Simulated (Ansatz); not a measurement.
**TaGa3: how settings move the results**

An exercise on one series of results from a longer session: the logs are not shown, and one member is left open.

Method: DFT PBEsol, scalar-relativistic, plane waves, PAW, in Ansatz 0.2.0.

### The starting structure

Symmetry: I4/mmm, No. 139, tetragonal system. Conventional cell: a = 3.796 Å, b = 3.796 Å, c = 8.704 Å, α = 90.00°, β = 90.00°, γ = 90.00°. Ta (site symmetry 4/mmm) has 12 Ga at 2.68 to 2.89 Å as nearest neighbours. Around Ga (site symmetry -4m2) lie 8 Ga at 2.68 to 2.89 Å and 4 Ta at 2.89 Å. Ga (site symmetry 4/mmm) has 4 Ta at 2.68 Å and 8 Ga at 2.89 Å as nearest neighbours.

Coordinates:

```cif
data_structure
_symmetry_space_group_name_H-M 'I4/mmm'
_symmetry_Int_Tables_number 139
_cell_length_a 3.7960
_cell_length_b 3.7960
_cell_length_c 8.7040
_cell_angle_alpha 90.000
_cell_angle_beta 90.000
_cell_angle_gamma 90.000
_cell_volume 125.42
loop_
_atom_site_label
_atom_site_type_symbol
_atom_site_symmetry_multiplicity
_atom_site_Wyckoff_symbol
_atom_site_fract_x
_atom_site_fract_y
_atom_site_fract_z
_atom_site_occupancy
Ta1 Ta 2 a 0.00000 0.00000 0.00000 1
Ga1 Ga 4 d 0.00000 0.50000 0.25000 1
Ga2 Ga 2 b 0.50000 0.50000 0.00000 1
```

The structure comes from the Crystallography Open Database; it is used as listed.

The first run:

File input.yaml:

```yaml
crystal:
  lattice:
    - [-1.898, 1.898, 4.352]
    - [1.898, -1.898, 4.352]
    - [1.898, 1.898, -4.352]
  atoms:
    - { symbol: Ta, position: [0.0, 0.0, 0.0] }
    - { symbol: Ga, position: [0.75, 0.25, 0.5] }
    - { symbol: Ga, position: [0.25, 0.75, 0.5] }
    - { symbol: Ga, position: [0.5, 0.5, 0.0] }
basis:
  ecutwfc: 420
kpoints:
  mp_grid: { grid: [6, 6, 6] }
hamiltonian:
  xc: pbesol
scf:
  occupations: { method: gaussian, width: 0.1 }
output:
  forces: true
  stress: true
  eigenvalues: true
```

Among the steps run: Quick check of gap, pressure and forces; Base run on a denser mesh; Plane-wave cutoff: 250 eV; Plane-wave cutoff: 300 eV; Plane-wave cutoff: 350 eV; Plane-wave cutoff set to 500 eV.

One of the session's tables, all rows but one given; the rest of the session is left out.

It belongs to the step «What the plane-wave cutoff changes». 

```
cutoff (eV)  ΔE (meV/atom)  pressure (GPa)
        250            994            0.10
        300           91.8           -1.95
        350           6.63           -2.44
        420              ?               ?
        500           0.00           -2.46
```

Q: Estimate the row for cutoff (eV) = 420 from the others.

Worked estimate for «ΔE (meV/atom)». A straight line through the neighbours (350, 6.63) and (500, 0.00) gives 6.63 + (0.00 − 6.63) × (420 − 350) / (500 − 350) = 3.54; a parabola fitted to 3 rows on both sides gives -42.92.

**Answer.** ΔE (meV/atom): 0.96; pressure (GPa): -2.46. In «ΔE (meV/atom)» the line misses by +2.58 and the parabola by -43.88. Between these rows the values bend or scatter more than so simple an estimate can follow.

To keep in mind: Warnings in the runs' records: cutoff below recommended.
